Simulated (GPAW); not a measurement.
Crystal: TiPd.

```
Pd Ti
1.0
     2.81471    0.00000    0.00000
     0.00000    2.81471    0.00000
     0.00000    0.00000    3.86576
Pd Ti
1 1
Direct
  0.50000 0.50000 0.50000
  0.00000 0.00000 0.00000
```

The cell comes from a database or a generator and needn't be the stable form of this composition.

```yaml
Program: GPAW 26.7.0
Task: relaxation of cell and atoms
Functional: RPBE
Potentials_or_basis: the program's PAW data sets (release 1.2.1) made for this functional
Cutoff: 600 eV
Basis: pw
k_mesh: 9 × 9 × 7
Occupations: fermi-dirac, width 0.05 eV
Spin: no spin polarisation
```

At the start: pressure 7.1 GPa; volume 15.31 Å³/atom.

Task: How do energy, volume and symmetry change on relaxing?

Result: Over 8 steps the energy falls by 17.5 meV/atom and the volume is 16.02 Å³/atom (+4.6 %); space group P4/mmm (No. 123, to 0.05 Å).

Step by step:
| step | energy change (eV) | largest force (eV/Å) | pressure (GPa) | volume (Å³) |
| --- | --- | --- | --- | --- |
| 1 | 0.0000 | 0.0000 | 7.06 | 30.63 |
| 2 | -0.0176 | 0.0000 | 4.59 | 31.07 |
| 3 | -0.0338 | 0.0000 | 0.20 | 31.97 |
| 4 | -0.0341 | 0.0000 | -0.05 | 32.02 |
| 5 | -0.0346 | 0.0000 | -0.30 | 32.09 |
| 6 | -0.0349 | 0.0000 | -0.36 | 32.11 |
| 7 | -0.0350 | 0.0000 | -0.19 | 32.07 |
| 8 | -0.0349 | 0.0000 | -0.04 | 32.04 |

Final structure:
```yaml
crystal:
  lattice:
    - [2.87113, 0.00000, 0.00000]
    - [0.00000, 2.87113, 0.00000]
    - [0.00000, 0.00000, 3.88707]
  atoms:
    - { symbol: Pd, position: [0.50000, 0.50000, 0.50000] }
    - { symbol: Ti, position: [0.00000, 0.00000, 0.00000] }
```

Caveat: later steps reuse the first step's grids.
